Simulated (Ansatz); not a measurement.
# BGeC (quartet): from Hartree-Fock to the top rungs at a displaced geometry (v1), cc-pVDZ

An exercise on one series of results from a longer session: the logs are not shown, and one member is left open.

The runs use Ansatz 0.2.0, Gaussian basis; cc-pVDZ, core rule «outside noble gas», up to 16 orbitals frozen.

To be run: UHF; CCSD(T) on ROHF; CCSD(T) on UHF; BCCD(T) on ROHF; CISD as a restricted active space (open shells left free, so some higher excitations enter); CCSDT(Q) on ROHF; CCSDT(Q) on UHF.

26 further runs of the same task are left out: 12 that didn't finish, 14 set aside as unsound or not needed. Runs told in other sessions of the task aren't counted.

## The geometry

The geometry is a PBE0/def2-TZVP stationary point (not a proven minimum) with its atoms shifted at random (size 0.040 Å). No spin-orbit coupling is included. The filled d shell of Ge may be among the frozen orbitals whatever the setting's name suggests.

3 atoms, charge 0, spin multiplicity 4.

Atoms are counted from 1 here; the program's logs count them from 0.

Bond lengths: B1–C2 1.408 Å, C2–Ge3 1.943 Å. Angles: B1–C2–Ge3 177.2°.

The first run:

in.yaml reads:

```yaml
crystal:
  periodic: [false, false, false]
  atoms:
    - {symbol: B, position_ang: [-0.015433, -0.009008, 1.585940]}
    - {symbol: C, position_ang: [-0.016266, -0.025151, 0.177587]}
    - {symbol: Ge, position_ang: [0.031698, 0.034159, -1.763527]}
basis:
  gaussian: {orbitals: cc-pVDZ}
magnetization: {spin_polarized: true, initial_magnetization: 3}
hamiltonian: {xc: hf}
output: {orbitals: {seedname: orbitals}}
```

Command:

```console
> ansatz run in.yaml --threads 1 --pin off --events-out ev --progress --plain --max-ram 2393MiB
```

Among the steps run: UHF; CCSD(T) on ROHF; CCSD(T) on UHF; BCCD(T) on ROHF; CISD as a restricted active space (open shells left free, so some higher excitations enter); CCSDT(Q) on ROHF; CCSDT(Q) on UHF.

One table of the session follows, with a row left open; its other results are not shown here.

```
   method  from RCCSDT(Q) (kJ/mol)
     ROHF                   +681.3
      UHF                   +663.7
     RMP2                   +130.1
     UMP2                        ?
     CISD                   +101.4
    RCCSD                    +46.5
    UCCSD                    +46.0
 RCCSD(T)                    +15.1
 UCCSD(T)                    +15.2
  BCCD(T)                    +15.0
   RCCSDT                     +6.1
   UCCSDT                     +6.0
RCCSDT(Q)                        0
UCCSDT(Q)                     -0.1
```

Q: Estimate the row for UMP2 from the others.

The run gave: from RCCSDT(Q) (kJ/mol): +132.2. In the column «from RCCSDT(Q) (kJ/mol)» it lies between RMP2 (+130.1) and UHF (+663.7).

To keep in mind: Restricted and unrestricted rows rest on different reference determinants; a gap between their highest levels can come from leftover correlation error, from unlike frozen cores or from another state.
